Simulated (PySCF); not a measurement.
# Br2: relaxation and vibrations of the singlet

Aim: relax Br2 as a singlet from a linear start, check by its vibrations whether the end is a minimum, and collect its spectrum and constants.

Computed with PySCF 2.14.0. Level: PBE, basis Br def2-TZVP, no relativity, density fitting.

## 1. Starting geometry

2 atoms, charge 0, spin multiplicity 1.

Bond lengths: Br1–Br2 2.394 Å.

Coordinates in bohr (charge 0 multiplicity 1):
```
Br    0.0000    0.0000    0.0000
Br    0.0000    0.0000    4.5240
```

## 2. First SCF at the start

The steps below are one call of a driver around PySCF. For each, scf.py gives the equivalent set-up of the SCF; relaxations use the driver's own optimiser. After this first run the driver tries any further starts and a stability analysis.

Input file scf.py:

```python
from pyscf import gto, scf, dft
mol = gto.M(atom='''
Br     0.000000     0.000000     0.000000
Br     0.000000     0.000000     2.394000''',
    basis={'Br': 'def2-TZVP'},
    charge=0, spin=0)
mf = dft.RKS(mol, xc='PBE')
mf.grids.atom_grid = (50, 194)
aux = {'Br': 'def2-universal-JKFIT'}
mf = mf.density_fit(auxbasis=aux)
mf.conv_tol = 1e-08
mf.diis_space = 10
mf.max_cycle = 60
mf.init_guess = 'minao'
mf.verbose = 4
mf.kernel()
```

On the command line:

```console
> OMP_NUM_THREADS=2 python axn.py task.json out
```

Output:

```text
init E= -5145.49027122699
  HOMO = -0.2654249677661  LUMO = -0.173873462817677  gap/eV = 2.49124
cycle= 1 E= -5147.51356082812  delta_E= -2.02  |g|= 0.549  |ddm|= 1.64
  HOMO = -0.267617540289003  LUMO = -0.204018266104042  gap/eV = 1.73062
cycle= 2 E= -5147.51808246457  delta_E= -0.00452  |g|= 0.459  |ddm|= 0.376
  HOMO = -0.250650817039809  LUMO = -0.18202145884493  gap/eV = 1.86750
cycle= 3 E= -5147.53107156027  delta_E= -0.013  |g|= 0.0364  |ddm|= 0.222
  HOMO = -0.256543645380262  LUMO = -0.187048293345651  gap/eV = 1.89106
cycle= 4 E= -5147.53134480467  delta_E= -0.000273  |g|= 0.0123  |ddm|= 0.046
  HOMO = -0.256300888504516  LUMO = -0.186470256691332  gap/eV = 1.90019
cycle= 5 E= -5147.53138624809  delta_E= -4.14e-05  |g|= 0.00128  |ddm|= 0.00988
  HOMO = -0.256098934687861  LUMO = -0.186238348764  gap/eV = 1.90100
cycle= 6 E= -5147.53138667471  delta_E= -4.27e-07  |g|= 0.00016  |ddm|= 0.0018
  HOMO = -0.256124471457089  LUMO = -0.18627508802268  gap/eV = 1.90070
cycle= 7 E= -5147.53138668049  delta_E= -5.78e-09  |g|= 3.15e-06  |ddm|= 0.000213
  HOMO = -0.256123184996402  LUMO = -0.186273732743908  gap/eV = 1.90070
Extra cycle  E= -5147.53138668049  delta_E= 3.64e-12  |g|= 4.05e-06  |ddm|= 8.47e-06
converged SCF energy = -5147.53138668049
```

This step, with its further starts and checks, needed 5.6 s of wall time on 2 threads of INTEL XEON PLATINUM 8581C at 2.30GHz (Emerald Rapids), shared host.

The test of internal stability found no lower closed-shell solution.

## 3. Linear start, singlet: relaxation

The program finds D∞h symmetry in the start, which this walk keeps. The walk stops when the largest gradient is under 0.0003 Eh/bohr and the energy has settled too.

Edit scf.py of step 2 so:

```diff
@@ -3,2 +3,2 @@
-Br     0.000000     0.000000     0.000000
-Br     0.000000     0.000000     2.394000''',
+Br     0.000000     0.000000    -1.197000
+Br     0.000000     0.000000     1.197000''',
@@ -14 +13,0 @@
-mf.init_guess = 'minao'
```

The optimiser's trace:

| step | energy (Eh) | change (kJ/mol) | largest symmetric gradient (Eh/bohr) |
| --- | --- | --- | --- |
| 0 | -5147.531387 | 0.00 | 0.01909 |
| 1 | -5147.532923 | -4.03 | 0.00449 |
| 2 | -5147.532992 | -4.21 | 0.00107 |
| 3 | -5147.532996 | -4.22 | 0.00005 |

The walk took 4.4 s.

Geometry (Å) and forces (eV/Å) at some steps:

```
step 0
Br   0.000   0.000  -1.197   0.000   0.000   0.982
Br   0.000   0.000   1.197   0.000   0.000  -0.982
step 1
Br   0.000   0.000  -1.164   0.000   0.000   0.231
Br   0.000   0.000   1.164   0.000   0.000  -0.231
step 2
Br   0.000   0.000  -1.153   0.000   0.000  -0.055
Br   0.000   0.000   1.153   0.000   0.000   0.055
step 3
Br   0.000   0.000  -1.155   0.000   0.000   0.002
Br   0.000   0.000   1.155   0.000   0.000  -0.002
```

It settles in D∞h symmetry, 4.2 kJ/mol below the start, after 3 steps: Br–Br 2.311 Å.

## 4. Frequencies

On the finer grid the gradient is checked again; gradients at displacements of ±0.02 bohr then give force constants and infrared intensities.

Edit scf.py of step 3 so:

```diff
@@ -3,2 +3,2 @@
-Br     0.000000     0.000000    -1.197000
-Br     0.000000     0.000000     1.197000''',
+Br     0.000000    -0.000000    -1.155550
+Br     0.000000     0.000000     1.155550''',
@@ -8 +8 @@
-mf.grids.atom_grid = (50, 194)
+mf.grids.atom_grid = (75, 302)
@@ -11 +11 @@
-mf.conv_tol = 1e-08
+mf.conv_tol = 1e-10
```

The driver hands on the density of the step before, so the log starts near convergence.

Log of the central SCF (cycles and frontier levels):

```text
init E= -5147.5328129761
  HOMO = -0.251669662003989  LUMO = -0.169119384212369  gap/eV = 2.24631
cycle= 1 E= -5147.53281297609  delta_E= 9.09e-12  |g|= 2.65e-06  |ddm|= 3.43e-06
  HOMO = -0.251669683545825  LUMO = -0.169119412098461  gap/eV = 2.24631
Extra cycle  E= -5147.53281297609  delta_E= 3.64e-12  |g|= 4.78e-06  |ddm|= 6.48e-06
converged SCF energy = -5147.53281297609
```

The whole step took 11 s.

Geometry: D∞h; Br–Br 2.311 Å.

Harmonic modes (main isotopes):

```csv
symmetry,ω (cm⁻¹),IR (km/mol),type
σg+,315,0.0,stretch
```

Every mode is real; the point is a minimum.

Properties at this point:

- Dipole moment: 0.00 D
- Highest occupied level: -6.85 eV
- Lowest empty level: -4.60 eV
- Rotational constants: 0.07999 cm⁻¹
- Zero-point energy: 1.9 kJ/mol
- Principal polarisabilities: 27.6, 27.6, 57.0 bohr³
- Atomisation energy without zero-point energy: 240 kJ/mol
- Principal traceless quadrupole moments about the centre of mass: -2.64, -2.64, 5.29 D Å
- Entropy at 298.15 K and 1 bar: 245.5 J/(mol K)
- Heat capacity Cp at 298.15 K: 36.0 J/(mol K)
- Enthalpy at 298.15 K above 0 K: 9.73 kJ/mol
- Rotational symmetry number: 2

Populations by atom (charges in e):

| atom | Mulliken | Löwdin | polar tensor | Mayer order to Br1 |
| --- | --- | --- | --- | --- |
| Br1 | 0.00 | 0.00 | 0.00 | – |
| Br2 | 0.00 | 0.00 | 0.00 | 1.12 |

Outer orbital energies (eV). occupied: -68.43, -21.34, -18.40, -10.82, -8.85, -8.85, -6.85, -6.85; empty: -4.60, 4.05, 4.17, 4.69.

Mulliken populations on Br1: s 7.97, p 16.95, d 10.07, f 0.01.

## 5. Stability of the closed shell

At the lowest minimum the closed shell is tested against spin polarisation, on the (50, 194) grid. It is stable.

## 6. Outcome

```
                                 quantity            value
                                  minimum     singlet, D∞h
                                 geometry    Br–Br 2.311 Å
                       wavenumbers (cm⁻¹)        315 (σg+)
                            dipole moment           0.00 D
     highest occupied, lowest empty level  -6.85, -4.60 eV
               polar-tensor charge of Br1          +0.00 e
                        zero-point energy       1.9 kJ/mol
                      entropy at 298.15 K  245.5 J/(mol K)
atomisation energy (no zero-point energy)       240 kJ/mol
```

The molecule stays D∞h, as typed, and the end point is a minimum. Other starts or spin states, not run here, may lie lower.

The search up to here needed 22 s of wall time on 2 threads of INTEL XEON PLATINUM 8581C at 2.30GHz (Emerald Rapids), shared host.
